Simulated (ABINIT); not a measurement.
## Cd2S: single point with PBEsol

Cd2S:

```
Cd S
1.0
     3.96267    0.00000    0.00000
    -1.98134    3.43177    0.00000
     0.00000    0.00000    5.80919
Cd S
2 1
Direct
  0.32600 0.65881 0.93410
  0.68459 0.35091 0.57211
  0.31890 0.65703 0.35867
```

The cell comes from a database or a generator and needn't be the stable form of this composition.

The cell isn't the ideal one: atoms moved at random, drawn with an rms of 0.05 Å.

* Program: ABINIT 10.8.3 (patched build)
* Task: single point
* Functional: PBEsol
* Potentials or basis: JTH PAW PBE v2.0
* Cutoff: 599 eV
* k mesh: 8 × 8 × 5
* Occupations: fermi-dirac, width 0.05 eV
* Spin: no spin polarisation
* Fine-grid cutoff: 1197.3 eV

| Quantity | Value |
| --- | --- |
| Pressure | -2.6 GPa |
| Largest force | 0.511 eV/Å |
| Band gap on the k mesh | 0.14 eV, indirect (least direct gap 0.46 eV) |
| Valence electrons inside the program's atomic spheres | Cd 10.38, 10.43; S 3.54 |

Forces on the atoms (eV/Å):
```
Cd   0.008 -0.001 -0.265
Cd  -0.329 -0.298  0.004
S    0.321  0.299  0.261
```

Stress tensor (GPa, compression positive):
```
-2.02  0.64 -0.58
 0.64 -3.29 -0.55
-0.58 -0.55 -2.41
```

Levels at points of the mesh, in eV from the valence-band top:
```tsv
k point	band 13	band 14	band 15	band 16	band 17	band 18
(0.00, 0.00, 0.00)	-3.80	-0.81	-0.68	3.08	4.97	6.60
(0.50, 0.00, 0.00)	-3.07	-1.61	-1.16	0.50	2.99	4.71
(0.00, 0.50, 0.00)	-3.05	-1.62	-1.34	0.68	3.02	4.48
(0.50, 0.50, 0.00)	-3.06	-1.61	-1.25	0.60	3.01	4.52
```

Run time: 21 min on 1 thread of Intel(R) Xeon(R) Platinum 8259CL CPU @ 2.50GHz (Skylake/Cascade Lake) (shared host), peak memory 0.38 GiB.

Caveat: the PAW data sets were made with another functional, which shifts forces and pressure a little; an odd mesh through Γ misses points on the zone boundary, where band edges often lie.
